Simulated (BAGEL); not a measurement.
**GeHCl3 (SMILES [Cl][GeH]([Cl])[Cl]): a chain of runs**

Aim: a single-point energy (HF/def2-SV(P)), then a single-point energy (NEVPT2(2,2)/def2-SV(P)), then a single-point energy (CASPT2(2,2)/def2-SV(P)) of GeHCl3. 

The results are computed with BAGEL 1.2.2.

## Step 1: The molecule

GeHCl3 has 5 atoms, charge 0, and is taken as a singlet. As SMILES, `[Cl][GeH]([Cl])[Cl]`. The Cl1–Ge2 distance was set to 4.040 Å, away from the relaxed value. At this shape a bond of the SMILES string is far longer than usual.

Bond lengths: Ge2–Cl3 2.126 Å, Ge2–Cl4 2.126 Å, Ge2–H5 1.525 Å. Angles: Cl3–Ge2–Cl4 108.5°, Cl3–Ge2–H5 110.5°, Cl4–Ge2–H5 110.5°.

## Step 2: A single-point energy at HF/def2-SV(P) (density fitting with svp-jkfit) (run 1)

input.json

```json
{ "bagel" : [

{
  "title" : "molecule",
  "basis" : "def2-sv_p_.json",
  "df_basis" : "svp-jkfit",
  "angstrom" : true,
  "geometry" : [
    { "atom" : "Cl", "xyz" : [      -2.329815,      -0.105862,       3.225783 ] },
    { "atom" : "Ge", "xyz" : [       0.102400,       0.090600,       0.006200 ] },
    { "atom" : "Cl", "xyz" : [       1.117900,      -1.767600,      -0.185300 ] },
    { "atom" : "Cl", "xyz" : [      -1.095100,       0.385600,      -1.725800 ] },
    { "atom" : "H", "xyz" : [       1.102600,       1.230700,       0.163000 ] }
  ]
},

{
  "title" : "hf"
},

{
  "title" : "print",
  "file" : "orbitals.molden",
  "orbitals" : true
}

]}
```

The basis set def2-SV(P) is read from a file made from the Basis Set Exchange's data (not shown).

Started as:

```console
$ BAGEL_NUM_THREADS=1 BAGEL input.json > input.out
```

What it wrote:

```text
* using 1 threads per process

  ===============================================================
  ===============================================================

  *** Geometry ***

  { "atom" : "Cl", "xyz" : [     -4.402712,     -0.200050,      6.095846 ] },
  { "atom" : "Ge", "xyz" : [      0.193508,      0.171209,      0.011716 ] },
  { "atom" : "Cl", "xyz" : [      2.112525,     -3.340280,     -0.350166 ] },
  { "atom" : "Cl", "xyz" : [     -2.069439,      0.728678,     -3.261289 ] },
  { "atom" : "H", "xyz" : [      2.083612,      2.325686,      0.308025 ] },

  Number of auxiliary basis functions:      668

  Since a DF basis is specified, we compute 2- and 3-index integrals:
    o Being stored without compression. Storage requirement is 0.041 GB

  Number of basis functions:       88
  Number of electrons      :       84

    * METHOD: MOLECULE                             0.49

  *** RHF ***

  === Nuclear Repulsion ===
   464.9662940893

      * DIIS with orbital gradients will be used.

  === RHF iteration (def2-sv_p_.json) ===
      0      -3453.52455306          0.00996912           0.28
      1      -3453.37269702          0.01408650           0.26
      2      -3453.67517748          0.00232554           0.26
      3      -3453.68661952          0.00062211           0.26
      4      -3453.68741199          0.00017887           0.27
      5      -3453.68750600          0.00005239           0.27
      6      -3453.68751226          0.00002223           0.27
      7      -3453.68751342          0.00000892           0.27
      8      -3453.68751388          0.00000482           0.27
      9      -3453.68751408          0.00000339           0.26
     10      -3453.68751420          0.00000256           0.27
     11      -3453.68751432          0.00000114           0.26
     12      -3453.68751434          0.00000037           0.27
     13      -3453.68751434          0.00000016           0.27
     14      -3453.68751434          0.00000006           0.27
     15      -3453.68751434          0.00000002           0.27
     16      -3453.68751434          0.00000001           0.27
    * SCF iteration converged.

    * Permanent dipole moment:
           (   -2.263751,    -0.508264,     2.541764) a.u.

    * METHOD: HF                                   4.98

    * METHOD: PRINT                                0.02

  ===============================================================
```

Wall time 5.7 s (1 thread of Arm Neoverse V1, shared host); peak memory 0.19 GiB.

## Step 3: A single-point energy at NEVPT2(2,2)/def2-SV(P) (density fitting with svp-jkfit) (run 2)

input.json

```json
{ "bagel": [

{
  "title": "molecule",
  "basis": "def2-sv_p_.json",
  "df_basis": "svp-jkfit",
  "angstrom": true,
  "geometry": [
    { "atom": "Cl", "xyz": [   -2.329815,   -0.105862,    3.225783 ] },
    { "atom": "Ge", "xyz": [    0.102400,    0.090600,    0.006200 ] },
    { "atom": "Cl", "xyz": [    1.117900,   -1.767600,   -0.185300 ] },
    { "atom": "Cl", "xyz": [   -1.095100,    0.385600,   -1.725800 ] },
    { "atom": "H", "xyz": [    1.102600,    1.230700,    0.163000 ] }
  ]
},
{
  "title": "hf"
},
{
  "title": "nevpt2",
  "nstate": 1,
  "nact": 2,
  "nclosed": 41,
  "active": [42, 43],
  "maxiter": 200,
  "natocc": true,
  "ncore": 24
},
{
  "title": "print",
  "file": "orbitals.molden",
  "orbitals": true
}

]}
```

The basis set def2-SV(P) is read from a file made from the Basis Set Exchange's data (not shown).

Started as:

```console
$ BAGEL_NUM_THREADS=1 BAGEL input.json > input.out
```

What it wrote:

```text
* using 1 threads per process

  ===============================================================
  ===============================================================

  *** Geometry ***

  { "atom" : "Cl", "xyz" : [     -4.402712,     -0.200050,      6.095846 ] },
  { "atom" : "Ge", "xyz" : [      0.193508,      0.171209,      0.011716 ] },
  { "atom" : "Cl", "xyz" : [      2.112525,     -3.340280,     -0.350166 ] },
  { "atom" : "Cl", "xyz" : [     -2.069439,      0.728678,     -3.261289 ] },
  { "atom" : "H", "xyz" : [      2.083612,      2.325686,      0.308025 ] },

  Number of auxiliary basis functions:      668

  Since a DF basis is specified, we compute 2- and 3-index integrals:
    o Being stored without compression. Storage requirement is 0.041 GB

[... 18 lines left out ...]
    * SCF iteration converged.
[... 1 line left out ...]
    * Permanent dipole moment:
[... 28 lines left out ...]
    * Second-order optimization converged. *

     guess   0:   closed 1.                   open ..

  === FCI iteration ===

      0  0     -3453.65648031     8.48e-02      0.00
      1  0     -3453.75182092     2.66e-02      0.00
      2  0 *   -3453.76588504     2.87e-16      0.00

     * ci vector, state   0, <S^2> = 0.0000
       2.     0.8158325815
       .2    -0.5782881626

  === DF-NEVPT2 calculation ===

    * 3-index integral transformation done
    * assembly done

      NEVPT2 correlation energy:   -0.5797709389      0.18

          (+0)     -0.4989938698
          (+0)'    -0.0125314520
          (+1)     -0.0226066072
          (+1)'    -0.0000000000
          (+2)     -0.0001811331
          (-1)     -0.0451299125
          (-1)'     0.0000000000
          (-2)     -0.0003279642

      NEVPT2 total energy:       -3454.3456559813

    * METHOD: NEVPT2                              14.05

    * METHOD: PRINT                                0.02

  ===============================================================
```

Run time: 20 s. Hardware: 1 thread of Arm Neoverse V1, shared host; peak memory 0.21 GiB.

## Step 4: The energy at CASPT2(2,2)/def2-SV(P) (density fitting with svp-jkfit) (run 3)

calc.json

```json
{ "bagel" : [

{
  "title" : "molecule",
  "basis" : "def2-sv_p_.json",
  "df_basis" : "svp-jkfit",
  "angstrom" : true,
  "geometry" : [
    { "atom" : "Cl", "xyz" : [   -2.329815,   -0.105862,    3.225783 ] },
    { "atom" : "Ge", "xyz" : [    0.102400,    0.090600,    0.006200 ] },
    { "atom" : "Cl", "xyz" : [    1.117900,   -1.767600,   -0.185300 ] },
    { "atom" : "Cl", "xyz" : [   -1.095100,    0.385600,   -1.725800 ] },
    { "atom" : "H", "xyz" : [    1.102600,    1.230700,    0.163000 ] }
  ]
},
{
  "title" : "hf"
},
{
  "title" : "casscf",
  "nstate" : 1,
  "nact" : 2,
  "nclosed" : 41,
  "active" : [42, 43],
  "maxiter" : 200,
  "natocc" : true
},
{
  "title" : "print",
  "file" : "orbitals.molden",
  "orbitals" : true
},
{
  "title" : "smith",
  "method" : "caspt2",
  "ms" : true,
  "xms" : true,
  "sssr" : true,
  "shift" : 0.2,
  "shift_imag" : true,
  "ncore" : 24
}

]}
```

The basis set def2-SV(P) is read from a file made from the Basis Set Exchange's data (not shown).

Started as:

```console
$ BAGEL_NUM_THREADS=1 BAGEL calc.json > calc.out
```

What it wrote:

```text
* using 1 threads per process

  ===============================================================
  ===============================================================

  *** Geometry ***

  { "atom" : "Cl", "xyz" : [     -4.402712,     -0.200050,      6.095846 ] },
  { "atom" : "Ge", "xyz" : [      0.193508,      0.171209,      0.011716 ] },
  { "atom" : "Cl", "xyz" : [      2.112525,     -3.340280,     -0.350166 ] },
  { "atom" : "Cl", "xyz" : [     -2.069439,      0.728678,     -3.261289 ] },
  { "atom" : "H", "xyz" : [      2.083612,      2.325686,      0.308025 ] },

  Number of auxiliary basis functions:      668

  Since a DF basis is specified, we compute 2- and 3-index integrals:
    o Being stored without compression. Storage requirement is 0.041 GB

[... 18 lines left out ...]
    * SCF iteration converged.
[... 1 line left out ...]
    * Permanent dipole moment:
[... 27 lines left out ...]
    * Second-order optimization converged. *
[... 9 lines left out ...]
     * ci vector, state   0, <S^2> = 0.0000
[... 16 lines left out ...]
    * Zeroth order energy : state  0       -0.5012858429
[... 4 lines left out ...]
       #      aibj      arbs      arbi      airj      risj      airs      arst      rist         Etot      error   time
[... 2 lines left out ...]
       0  -0.49702  -0.00042  -0.04876  -0.02494  -0.00029  -0.01243  -0.00000  -0.00000   -0.5838577  0.0003678   0.09
       1  -0.49703  -0.00042  -0.04878  -0.02495  -0.00030  -0.01247  -0.00000  -0.00000   -0.5839448  0.0000290   0.08
       2  -0.49703  -0.00042  -0.04878  -0.02495  -0.00030  -0.01247  -0.00000  -0.00000   -0.5839454  0.0000028   0.09
       3  -0.49703  -0.00042  -0.04878  -0.02495  -0.00030  -0.01247  -0.00000  -0.00000   -0.5839454  0.0000003   0.09

      ------------------------------------------------------------------------------------------------------------------

    * CASPT2 energy : state  0    -3454.3529059366
        w/o shift correction      -3454.3498304704
        reference weight              0.8398822883

    * METHOD: SMITH                                0.91

  ===============================================================
```

It took 20 s on 1 thread of Arm Neoverse V1, shared host; peak memory 0.21 GiB.

## Step 5: Summary of results

| quantity | value |
| --- | --- |
| run 1, HF/def2-SV(P): total energy | -3453.68751 Eh |
| run 1, HF/def2-SV(P): dipole moment | 8.75 D |
| run 1, HF/def2-SV(P): HOMO energy | -8.66 eV |
| run 1, HF/def2-SV(P): LUMO energy | -3.14 eV |
| run 1, HF/def2-SV(P): HOMO–LUMO gap | 5.52 eV |
| run 2, NEVPT2(2,2)/def2-SV(P): total energy | -3454.34566 Eh |
| run 3, CASPT2(2,2)/def2-SV(P): total energy | -3454.35291 Eh |

In words: One bond (run 1, HF/def2-SV(P)) is far stretched, which a spin-restricted single reference describes badly; a broken-symmetry solution may lie lower.
